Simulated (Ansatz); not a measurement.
# ReTc, space group P-6m2: a scan of the energy under strain

Program: the Ansatz DFT code, driven from Python.

Typed at the interpreter:
```pycon
>>> from dataclasses import dataclass
>>> import warnings
>>> import ansatz as az
>>> import numpy as np
>>> @dataclass(frozen=True)
... class RunConfig:
...     functional: str = 'PBEsol'
...     dispersion: str = 'd4'
...     cutoff: int = 450
...     occupations: str = 'gaussian'
...     kgrid: tuple[int, ...] = (14, 14, 8)
...
>>> cfg = RunConfig()
>>> vectors0 = np.array([
...     [2.749299, 0.0, 0.0],
...     [-1.37465, 2.380963, 0.0],
...     [0.0, 0.0, 4.440267],
... ])
>>> sites = [
...     ('Tc', [0.0, 0.0, 0.0]),
...     ('Re', [1 / 3, 2 / 3, 0.5]),
... ]
>>> def make_crystal(cell):
...     crystal = az.Crystal(lattice=az.Lattice.of(cell))
...     for symbol, position in sites:
...         crystal = crystal.atom(symbol, position)
...     return crystal
...
>>> warnings.simplefilter('ignore', az.DeckWarning)
>>> # clamped ions: the fractional positions stay as typed
>>> values = np.linspace(-0.05, 0.05, 7)
>>> energies = []
>>> for d in values:
...     strain = np.diag([d, d, (1 + d) ** -2 - 1])
...     cell = vectors0 @ (np.eye(3) + strain)
...     job = (
...         make_crystal(cell).calculation()
...         .functional(cfg.functional, dispersion=cfg.dispersion)
...         .basis(cfg.cutoff)  # cutoff of the orbital basis
...         .occupations(cfg.occupations)  # smearing steadies the SCF of a metal
...         .mixing('broyden', preconditioner='kerker')
...         .kpoints(*cfg.kgrid)  # sampling of the Brillouin zone
...         .stress()  # positive in compression
...     )
...     rep = job.run(threads=1, pin='off').report
...     energies.append(rep['free_energy_ev'] / len(sites))
...     s = rep['stress_gpa']
...     print(f'd = {d:+.4f}  stress xx yy zz xy (GPa, compression positive): {s[0][0]:8.3f} {s[1][1]:8.3f} {s[2][2]:8.3f} {s[0][1]:8.3f}')
...
d = -0.0500  stress xx yy zz xy (GPa, compression positive):   21.828   21.828  -44.897    0.000
d = -0.0333  stress xx yy zz xy (GPa, compression positive):    9.084    9.084  -35.343    0.000
d = -0.0167  stress xx yy zz xy (GPa, compression positive):   -1.116   -1.116  -23.952    0.000
d = +0.0000  stress xx yy zz xy (GPa, compression positive):   -9.390   -9.390  -10.686   -0.000
d = +0.0167  stress xx yy zz xy (GPa, compression positive):  -14.735  -14.735    2.038    0.000
d = +0.0333  stress xx yy zz xy (GPa, compression positive):  -17.566  -17.566   13.903    0.000
d = +0.0500  stress xx yy zz xy (GPa, compression positive):  -17.014  -17.014   22.024    0.000
>>> energies = np.array(energies)
>>> for value, e in zip(values, energies):
...     print(f'strain {value:7.3f}   E - Emin = {1000 * (e - energies.min()):9.3f} meV/atom')
...
strain  -0.050   E - Emin =   315.069 meV/atom
strain  -0.033   E - Emin =   138.994 meV/atom
strain  -0.017   E - Emin =    36.092 meV/atom
strain   0.000   E - Emin =     0.000 meV/atom
strain   0.017   E - Emin =    24.687 meV/atom
strain   0.033   E - Emin =    95.802 meV/atom
strain   0.050   E - Emin =   199.838 meV/atom
>>> np.savetxt('strain.csv', np.column_stack([values, energies]), fmt='%.6f', delimiter=',', header='strain,energy_eV_per_atom')
>>> curvature = 2 * np.polyfit(values, energies, 3)[1]
>>> volume = abs(np.linalg.det(vectors0)) / len(sites)
>>> print(f'd2E/dd2 over the volume: {curvature / volume * 160.21766:.1f} GPa')
d2E/dd2 over the volume: 2260.5 GPa
```

`strain.csv`, as written:
```csv
# strain,energy_eV_per_atom
-0.050000,-8037.537584
-0.033333,-8037.713659
-0.016667,-8037.816560
0.000000,-8037.852652
0.016667,-8037.827965
0.033333,-8037.756850
0.050000,-8037.652814
```

Against the unstrained cell the energy per atom changes by +315.07 meV at one end of the scan and +199.84 meV at the other, and its second derivative over the volume is 2260.5 GPa.

These settings explore the input space; cutoff and mesh may be short of convergence. The cutoff lies under the one recommended for these potentials. Spin is left out of this run. Under the recommended cutoff a pressure can be off by several GPa, even in sign. Dispersion corrections can be off by several per cent in the lattices of metals, and by several GPa in the pressure at a fixed cell. The curvature belongs to this strain pattern and to the cell's stress; it equals a single elastic constant only for simple patterns. In a metal a curvature from energy changes of a few meV or less hangs on mesh and smearing, in size and even in sign. Spin-orbit coupling, which matters for elements this heavy, is left out. The structure comes from a database of computed cells and needn't be a stable or known phase. The ions keep their fractional positions (clamped ions). The script silences the warnings on its input, which a real study should read. Hardware and time: 27 s on 1 thread of Intel(R) Xeon(R) 6975P-C (Granite Rapids), on a shared host, peak memory 0.45 GiB.
